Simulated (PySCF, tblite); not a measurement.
# C7H4F2N radical: geometry, infrared bands and EPR parameters

Aim: predict the infrared bands and EPR parameters of C7H4F2N radical (`C=C1[C](F)[C@@H](F)C=C1C#N`).

The runs use tblite 0.8.0 and PySCF 2.14.0, with density-fitted response routines of our own; the level of theory stands in each step. All values are computed, except where a source is named. Atoms are numbered from 0 throughout.

### Step 1. Starting geometry

14 atoms, charge 0, multiplicity 2; geometry from: force field or distance geometry start.

Bonds of the start (Å): C0–C1 1.32, C1–C2 1.50, C2–F3 1.38, C2–C4 1.51, C4–F5 1.38, C4–C6 1.48, C6–C7 1.33, C7–C8 1.45, C8–N9 1.16, C7–C1 1.48, C0–H10 1.09, C0–H11 1.08, C4–H12 1.09, C6–H13 1.09.

### Step 2. Optimising the geometry with GFN2-xTB

The job: settings as JSON, then the geometry in Å.

```
{"job": {"kind": "relax", "xc": "GFN2-xTB", "basis": "xTB"}, "charge": 0, "multiplicity": 2}
C      0.326900     2.058900    -0.290000
C     -0.036000     0.833600     0.032000
C     -1.357500     0.343800     0.547400
F     -1.245700     0.138900     1.912500
C     -1.432900    -0.976400    -0.191600
F     -1.787400    -0.722100    -1.499500
C     -0.017900    -1.420100    -0.138700
C      0.804000    -0.386700     0.008200
C      2.247600    -0.410700     0.105500
N      3.401600    -0.401400     0.189800
H     -0.450300     2.821000    -0.189800
H      1.322600     2.289300    -0.642600
H     -2.053900    -1.702400     0.333700
H      0.278200    -2.466200    -0.199200
```

Launch:

```bash
$ OMP_NUM_THREADS=1 python probes_run.py task.json out
```

One launch serves the whole session: the jobs run in the order shown.

Log:

```text
step      E/eV     max force
  0    -795.15121    1.754
  1    -795.27539    2.483
  2    -795.32788    3.523
  3    -795.43710    1.108
  4    -795.48380    0.714
  5    -795.51721    0.511
  6    -795.54042    0.569
  7    -795.55858    0.417
  8    -795.57684    0.375
  9    -795.59341    0.364
 10    -795.60967    0.388
 11    -795.63515    0.508
 12    -795.67105    0.772
 13    -795.72234    1.092
 14    -795.79764    1.116
 15    -795.89431    1.120
 16    -795.97653    0.804
 17    -795.99699    1.666
 18    -796.06720    0.551
 19    -796.12392    0.405
 20    -796.16833    0.602
 21    -796.19696    0.616
 22    -796.24427    0.516
 23    -796.27358    0.457
 24    -796.29900    0.425
 25    -796.30810    1.019
 26    -796.33963    0.417
 27    -796.35442    0.295
 28    -796.38365    0.341
 29    -796.39699    0.347
 30    -796.42349    0.326
 31    -796.44112    0.386
 32    -796.45782    0.440
 33    -796.47434    0.427
 34    -796.49555    0.412
 35    -796.51450    0.712
 36    -796.52731    0.409
 37    -796.54121    0.383
 38    -796.55085    0.282
 39    -796.56027    0.225
 40    -796.56534    0.149
 41    -796.56741    0.080
 42    -796.56851    0.079
 43    -796.56918    0.084
 44    -796.56950    0.056
 45    -796.56969    0.046
 46    -796.56983    0.032
 47    -796.56994    0.023
 48    -796.57004    0.026
 49    -796.57015    0.042
 50    -796.57031    0.051
 51    -796.57052    0.049
 52    -796.57073    0.039
 53    -796.57086    0.029
 54    -796.57092    0.020
 55    -796.57096    0.018
 56    -796.57101    0.020
 57    -796.57107    0.020
 58    -796.57113    0.021
 59    -796.57119    0.017
 60    -796.57123    0.020
 61    -796.57126    0.019
 62    -796.57129    0.016
 63    -796.57131    0.015
 64    -796.57134    0.012
 65    -796.57136    0.017
 66    -796.57138    0.015
 67    -796.57140    0.010
 68    -796.57141    0.009
```

Run time: 0.38 s. Hardware: 1 thread of Arm Neoverse V2, shared host.

The steps of the relaxation: (not every step is listed)

```
step  energy from step 0 (eV)  largest force (eV/Å)
   0                   0.0000                1.7538
   1                  -0.1242                2.4825
   2                  -0.1767                3.5231
   3                  -0.2859                1.1081
   4                  -0.3326                0.7144
   5                  -0.3660                0.5108
   6                  -0.3892                0.5688
   7                  -0.4074                0.4172
   8                  -0.4256                0.3746
  13                  -0.5711                1.0923
  18                  -0.9160                0.5513
  23                  -1.1224                0.4570
  28                  -1.2324                0.3410
  33                  -1.3231                0.4266
  38                  -1.3996                0.2822
  43                  -1.4180                0.0836
  48                  -1.4188                0.0262
  53                  -1.4197                0.0287
  58                  -1.4199                0.0209
  63                  -1.4201                0.0147
  64                  -1.4201                0.0124
  65                  -1.4202                0.0173
  66                  -1.4202                0.0152
  67                  -1.4202                0.0102
  68                  -1.4202                0.0086
```

Distances of close pairs at the start and the end, largest changes first:

```
  bond  before (Å)  after (Å)  change (Å)
 C1–C2       1.501      1.396      -0.104
 C2–F3       1.385      1.332      -0.053
 C0–C1       1.318      1.364      +0.046
 C7–C8       1.447      1.408      -0.039
 C4–C6       1.484      1.503      +0.019
C0–H10       1.093      1.075      -0.018
 C2–C4       1.515      1.496      -0.018
C6–H13       1.089      1.074      -0.015
```

The end geometry stands in the next job.

### Step 3. Vibrational analysis with GFN2-xTB

The job: settings as JSON, then the geometry in Å.

```
{"job": {"kind": "ir", "xc": "GFN2-xTB", "basis": "xTB"}, "charge": 0, "multiplicity": 2}
C      0.511585     2.072426     0.230158
C      0.036563     0.799862     0.106091
C     -1.277454     0.333899     0.182817
F     -2.347605     1.077673     0.459160
C     -1.356581    -1.153577     0.039161
F     -2.181754    -1.572136    -0.987479
C      0.082274    -1.508999    -0.210945
C      0.851199    -0.410387    -0.156170
C      2.248605    -0.359009    -0.321182
N      3.385474    -0.297958    -0.449381
H     -0.158909     2.893907     0.404531
H      1.563717     2.277525     0.158171
H     -1.754576    -1.639488     0.945627
H      0.396782    -2.514211    -0.422724
```

Log:

```text
mode    cm-1     km/mol
  1      89.9      4.48
  2     101.6      5.47
  3     125.8      8.22
  4     181.2      2.11
  5     247.0      3.68
  6     258.8      1.37
  7     309.2      1.41
  8     421.5      2.92
  9     459.5      4.10
 10     473.3      4.36
 11     484.7      7.74
 12     551.3      0.86
 13     587.2     13.16
 14     646.1      3.60
 15     669.3      2.08
 16     751.8      6.18
 17     792.5     39.45
 18     809.4      5.12
 19     850.0     20.98
 20     974.7     75.99
 21    1015.6     22.21
 22    1061.1     21.04
 23    1142.3      5.52
 24    1165.2     20.49
 25    1216.2      9.43
 26    1235.1     19.53
 27    1279.5     44.70
 28    1359.1     19.56
 29    1434.0     99.36
 30    1522.5     20.00
 31    1627.2     12.25
 32    2376.5    124.31
 33    2841.9     11.17
 34    3127.2      0.75
 35    3150.2      1.50
 36    3168.8      5.49
```

Wall time 0.39 s (1 thread of Arm Neoverse V2, shared host).

Which atoms move in the most intense modes:

```
cm⁻¹  km/mol                                 atoms
 792    39.5           H10 37 %, H11 35 %, C0 24 %
 850    21.0  C4 17 %, C1 15 %, H10 14 %, H11 11 %
 975    76.0             C4 37 %, F5 19 %, C6 13 %
1016    22.2           H12 33 %, H13 27 %, C4 21 %
1061    21.0  C1 18 %, H11 15 %, H10 14 %, C0 12 %
1280    44.7    C7 31 %, C2 27 %, C1 13 %, C4 12 %
1434    99.4            C2 44 %, C1 16 %, H11 16 %
2376   124.3                      C8 60 %, N9 39 %
```

### Step 4. g tensor and hyperfine couplings: B3LYP/pcH-1

The job, as its differences from that of step 3:

```diff
@@ -1,2 +1,2 @@
-{"job": {"kind": "ir", "xc": "GFN2-xTB", "basis": "xTB"}, "charge": 0, "multiplicity": 2}
+{"job": {"kind": "epr", "basis": "pcH-1"}, "charge": 0, "multiplicity": 2}
 C      0.511585     2.072426     0.230158
```

With the program's defaults for keys left out, this is: UKS B3LYP, pcH-1 on C F H N, non-relativistic, mean-field spin-orbit, GIAO.

Log:

```text
UKS, coarse grid
  cycle   1  E = -523.37854646  |g| = 5.67e-01
  cycle   2  E = -523.00227539  |g| = 1.12e+00
  cycle   3  E = -523.48990384  |g| = 1.79e-01
  cycle   4  E = -523.50118250  |g| = 9.12e-02
  cycle   5  E = -523.50456152  |g| = 2.85e-02
  cycle   6  E = -523.50495117  |g| = 1.11e-02
  cycle   7  E = -523.50504248  |g| = 5.76e-03
  cycle   8  E = -523.50508107  |g| = 3.38e-03
  cycle   9  E = -523.50509504  |g| = 1.56e-03
  cycle  10  E = -523.50509970  |g| = 7.65e-04
UKS, final grid
  cycle   1  E = -523.50509051  |g| = 8.49e-04
  cycle   2  E = -523.50509072  |g| = 1.31e-03
  cycle   3  E = -523.50509158  |g| = 2.88e-04
  cycle   4  E = -523.50509183  |g| = 3.18e-04
  cycle   5  E = -523.50509208  |g| = 1.84e-04
  cycle   6  E = -523.50509210  |g| = 4.43e-05
  cycle   7  E = -523.50509210  |g| = 2.21e-05
E = -523.50509210 Eh   <S^2> = 0.7850 (exact 0.7500)
g shifts (ppm)      1          2          3
  rmc          -189       -189       -189
  gc              5         59         42
  oz_so         -87       1104       2057
  total        -271        974       1911
hyperfine (MHz)  atom isotope    a_iso     a_fc   dipolar eigenvalues
    0   13C      45.66      45.66    -43.15    -41.68     84.83
    1   13C     -50.52     -50.52    -27.59     10.45     17.13
    2   13C      75.78      75.78    -63.15    -59.75    122.89
    3   19F     112.92     112.92   -196.79   -162.86    359.65
    4   13C     -19.42     -19.42     -1.68     -1.11      2.79
    5   19F     133.64     133.64    -50.88    -39.07     89.95
    6   13C      -8.50      -8.50    -14.34      6.28      8.06
    7   13C      11.05      11.05     -5.57     -3.52      9.09
    8   13C      -5.19      -5.19     -2.13      0.09      2.03
    9   14N       0.66       0.66     -1.34     -0.94      2.27
   10    1H     -34.54     -34.54    -17.56     -1.73     19.29
   11    1H     -36.14     -36.14    -20.91     -0.56     21.47
   12    1H      42.56      42.56     -5.14     -1.77      6.90
   13    1H       4.73       4.73     -1.52     -0.66      2.17
```

Run time: 1.8 min. Hardware: 1 thread of Arm Neoverse V2, shared host; peak memory 1.1 GiB.

Principal g values 2.00205, 2.00329, 2.00423; g(iso) = 2.00319, against 2.00232 for a free electron.

Hyperfine couplings, nucleus by nucleus at this fixed geometry (no averaging over rotations):

```
nuclei  isotope  a(iso) (MHz)  a(iso) (G, at g = 2.0023)  largest dipolar term (MHz)
    F5      19F         133.6                       47.7                        90.0
    F3      19F         112.9                       40.3                       359.6
    C2      13C          75.8                       27.0                       122.9
    C1      13C         -50.5                      -18.0                       -27.6
    C0      13C          45.7                       16.3                        84.8
   H12       1H          42.6                       15.2                         6.9
   H11       1H         -36.1                      -12.9                        21.5
   H10       1H         -34.5                      -12.3                        19.3
    C4      13C         -19.4                       -6.9                         2.8
    C7      13C          11.0                        3.9                         9.1
    C6      13C          -8.5                       -3.0                       -14.3
    C8      13C          -5.2                       -1.9                        -2.1
   H13       1H           4.7                        1.7                         2.2
    N9      14N           0.7                        0.2                         2.3
```

Mulliken spin populations:

C0 0.58; C1 -0.23; C2 0.64; F3 0.05; C4 -0.02; F5 0.02; C6 -0.09; C7 0.07; C8 -0.02; N9 0.03; H10 -0.02; H11 -0.03; H12 0.02; H13 0.00

In first order the couplings over 0.8 MHz of 19F, 1H give 64 distinct lines over 130.1 G.

Orbitals, density, ELF and potential are computed afterwards from the orbital file.

ELF in a plane through or near 12 of the atoms.

Ten even steps from ' ' (0.00) to '@' (1.00):
```
                                                        
                                                        
                                                        
              ::**##**      ::----::..                  
            ::@@@@@@@@==  ..**%%%%%%**==..              
            ::@@@@@@@@++  ..**%%==**%%**..              
            ..++@@@@%%--    ::######==::                
        ==%%%%%%::**::##++******  ==..                  
      ..@@@@@@@@##::####..==@@--::%%**--..              
      ..%%@@@@@@##--++--::====--****::..--......        
            ....    ..##@@##--::++**::::--......        
              ::====****::++%%--..####--                
        ..::--**##++++@@**--%%--++==++..                
      ..==######%%==%%++##::--**@@@@@@%%..              
      ::##@@@@----##%%**==    ##@@@@@@@@==              
      ::##@@@@%%**##**++--    ++@@@@@@@@--              
        ++%%%%%%##**--::..      ::==--..                
          ::====--::..                                  
                                                        
                                                        
```
The map spans 10.6 Å across and 10.2 Å up, centred on the molecule. Atoms in the plane (x, y in Å): C0 (-1.8, 1.2), C1 (-0.6, 0.6), C2 (0.7, 1.1), F3 (1.1, 2.4), C4 (1.8, 0.0), C6 (0.9, -1.2), C7 (-0.4, -0.9), C8 (-1.5, -1.8), N9 (-2.3, -2.5), H10 (-1.8, 2.3), H11 (-2.7, 0.7), H13 (1.4, -2.2).

log10 of the density (e/Å³) in the same plane.

Ten even steps from '0' (-4.0) to '9' (2.3):
```
0000000000000000000000000000
0000000000000000000000000000
0000000111110112221100000000
0000011233322244444310000000
0000123445443456765431000000
0000133466544457976531000000
0001234566654456765432100000
0012345679666668765443321000
0012356667667668766554432000
0002345555667666667665442100
0001234444566665667655432100
0001233455567866766544331000
0002344566666667965543220000
0012455677866556665532100000
0013456877655445565432100000
0013456766544334444321000000
0002344555433222222210000000
0001233333322100110000000000
0000012222110000000000000000
0000000000000000000000000000
```
The map spans 10.6 Å across and 10.2 Å up, centred on the molecule. Atoms in the plane (x, y in Å): C0 (-1.8, 1.2), C1 (-0.6, 0.6), C2 (0.7, 1.1), F3 (1.1, 2.4), C4 (1.8, 0.0), C6 (0.9, -1.2), C7 (-0.4, -0.9), C8 (-1.5, -1.8), N9 (-2.3, -2.5), H10 (-1.8, 2.3), H11 (-2.7, 0.7), H13 (1.4, -2.2).

On the surface of density 0.002 e/bohr³ the electrostatic potential runs, from the 1st to the 99th percentile, from -1.48 V near N9 to 1.49 V near H13.

The spin density lies nearest to C2 36 %; C0 25 %; C1 9 % (beta excess); F3 6 %.

### Step 5. Summary of results

| quantity | value |
| --- | --- |
| strongest single infrared mode (GFN2-xTB) | 2376 cm⁻¹, 124 km/mol |
| zero-point energy (GFN2-xTB) | 55.0 kcal/mol |
| g(iso) (B3LYP) | 2.00319 |
| ⟨S²⟩ | 0.785 (exact 0.75) |
| largest a(iso) | 19F on F5, 133.6 MHz |
| surface potential, 1st and 99th percentile | -1.48 V and 1.49 V |

What this shows: Over 68 steps the energy fell by 1.420 eV; of the close pairs, C1–C2 changed most, 1.501 to 1.396 Å. All 36 modes are real, so the xTB geometry is a minimum. The strongest single mode, at 2376 cm⁻¹, moves mainly C8 and N9. GFN2-xTB is a fitted tight-binding method: band positions and strengths are rough. Its intensities can rank the bands wrongly. The largest spin populations lie on C2 (0.64 e), C0 (0.58 e). The isotropic g lies 0.9 ppt above the free-electron value.
